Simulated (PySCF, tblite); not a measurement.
**C₅H₁₁FOSi: geometry, infrared bands and NMR shifts**

What infrared bands and NMR shifts should C₅H₁₁FOSi (`CC/C=C/CO[SiH2]F`) show?

Computed with tblite 0.8.0 and PySCF 2.14.0, with density-fitted response routines of our own, on a single molecule in the gas phase. Atoms are numbered from 0 throughout.

## 1. The molecule as given

19 atoms, charge 0, multiplicity 1; geometry from: force field or distance geometry start.

Bonds of the start (Å): C0–C1 1.55, C1–C2 1.49, C2–C3 1.35, C3–C4 1.50, C4–O5 1.42, O5–Si6 1.71, Si6–F7 1.68, C0–H8 1.10, C0–H9 1.10, C0–H10 1.10, C1–H11 1.08, C1–H12 1.10, C2–H13 1.08, C3–H14 1.09, C4–H15 1.10, C4–H16 1.10, Si6–H17 1.49, Si6–H18 1.47.

## 2. Optimising the geometry with GFN2-xTB

Job settings and geometry (Å):

```
{"job": {"kind": "relax", "xc": "GFN2-xTB", "basis": "xTB"}, "charge": 0, "multiplicity": 1}
C      3.430700     0.039800    -0.011300
C      2.237200    -0.091900    -0.990400
C      1.001900    -0.460300    -0.237100
C     -0.019600     0.418900    -0.357700
C     -1.333700     0.203600     0.331100
O     -2.384900     0.141300    -0.624300
Si    -3.882800    -0.091700     0.160800
F     -4.790300    -1.200100    -0.709000
H      3.404100     1.001400     0.527000
H      3.491800    -0.836000     0.653200
H      4.338500     0.017900    -0.639100
H      2.151400     0.855700    -1.509200
H      2.523400    -0.882400    -1.696900
H      0.906200    -1.366300     0.349300
H      0.077600     1.330600    -0.944500
H     -1.594500     1.029200     1.015200
H     -1.386900    -0.733700     0.905900
H     -3.622100    -0.576600     1.541400
H     -4.558000     1.209900     0.243200
```

Started as:

```bash
OMP_NUM_THREADS=1 python probes_run.py task.json out
```

The driver reads the jobs from task.json and runs them one after another.

**Question.** This job is followed by: GFN2-xTB harmonic vibrations, gas phase; GIAO PBE0/pcSseg-1 NMR shielding, non-relativistic, gas phase. What will the session give for the following? strongest single infrared mode (GFN2-xTB); zero-point energy (GFN2-xTB); ¹³C shifts against TMS (PBE0/pcSseg-1); ¹H shifts against TMS (PBE0/pcSseg-1, means over atoms taken as alike); ¹⁷O shifts against H2O (PBE0/pcSseg-1); ²⁹Si shifts against TMS (PBE0/pcSseg-1); ¹⁹F shifts against CFCl3 (PBE0/pcSseg-1).

As calculated:

| quantity | value |
| --- | --- |
| strongest single infrared mode (GFN2-xTB) | 2298 cm⁻¹, 381 km/mol |
| zero-point energy (GFN2-xTB) | 93.2 kcal/mol |
| ¹³C shifts against TMS (PBE0/pcSseg-1) | 145.5, 135.1, 65.7, 32.1, 16.8 ppm |
| ¹H shifts against TMS (PBE0/pcSseg-1, means over atoms taken as alike) | 6.05, 5.92, 4.97, 4.42, 2.23, 1.06 ppm |
| ¹⁷O shifts against H2O (PBE0/pcSseg-1) | 49.8 ppm |
| ²⁹Si shifts against TMS (PBE0/pcSseg-1) | -26.7 ppm |
| ¹⁹F shifts against CFCl3 (PBE0/pcSseg-1) | -182.0 ppm |

In words: Over 95 steps the energy fell by 0.794 eV; of the close pairs, O5–Si6 changed most, 1.707 to 1.604 Å. The lowest mode is slightly imaginary (13i cm⁻¹), a soft motion within the noise of the Hessian, so the minimum is not strictly shown. The strongest single mode, at 2298 cm⁻¹, moves mainly H18 and H17. GFN2-xTB is a fitted tight-binding method: band positions and strengths are rough. Its intensities can rank the bands wrongly. At PBE0/pcSseg-1: Shielding is most anisotropic at C2 (span 211 ppm, paramagnetic term -217 ppm).
